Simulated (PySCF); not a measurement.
# The bond of AlSe+, level by level

An exercise on one series of results from a longer session: the logs are not shown, and one member is left open.

Program: PySCF 2.14.0. Level of theory: Al def2-SVP, Se def2-SVP, no relativity. These are calculated values, not measurements.

The first run:

A driver script around PySCF takes these settings:

```json
{
 "atoms": "Al, Se",
 "charge": "1",
 "basis": "Al def2-SVP, Se def2-SVP",
 "Hamiltonian": "no relativity",
 "basis functions": "50",
 "electrons treated": "46",
 "masses in u": "26.9815, 79.9165",
 "levels": "PBE0, PBE, r²SCAN, TPSS, PW91, revPBE, HF, MP2, SCS-MP2, CCSD, CCSD(T)",
 "grid": "80 radial by 434 angular points",
 "occupations": "held fixed by the projection of orbital angular momentum",
 "dissociation limit": "Al+ + Se, each in its ground configuration",
 "starting distance in angstrom": "2.410",
 "values of 2S to try": "0, 2"
}
```

Launch:

```console
$ OMP_NUM_THREADS=1 python dia.py task.json out
```

Among the steps run: Set-up; First curve: PBE0; Other states along the same grid; PBE (GGA); r²SCAN; TPSS (meta-GGA); PW91 (GGA); revPBE (GGA); UHF (mean field); MP2 and coupled cluster.

One of the session's tables, all rows but one given; the rest of the session is left out.

| level | Re (Å) | ωe (cm⁻¹) | De (eV) |
| --- | --- | --- | --- |
| UHF | 2.333 | 314 | 0.258 |
| UHF-MP2 | 2.312 | 381 | 0.67 |
| UHF-SCS-MP2 | 2.325 | 361 | 0.52 |
| UHF-CCSD | 2.358 | 305 | 0.483 |
| UHF-CCSD(T) | 2.353 | 322 | 0.59 |
| PBE | 2.347 | 346 | 1.25 |
| revPBE | 2.356 | 340 | 1.13 |
| PW91 | ? | ? | ? |
| TPSS | 2.332 | 359 | 1.26 |
| r²SCAN | 2.315 | 375 | 1.30 |
| PBE0 | 2.325 | 355 | 1.09 |

Estimate the missing values for PW91.

As computed: Re (Å): 2.342; ωe (cm⁻¹): 349; De (eV): 1.29. In the column «Re (Å)» it lies between UHF (2.333) and PBE (2.347).

De is counted to Al+ + Se in their ground configurations.
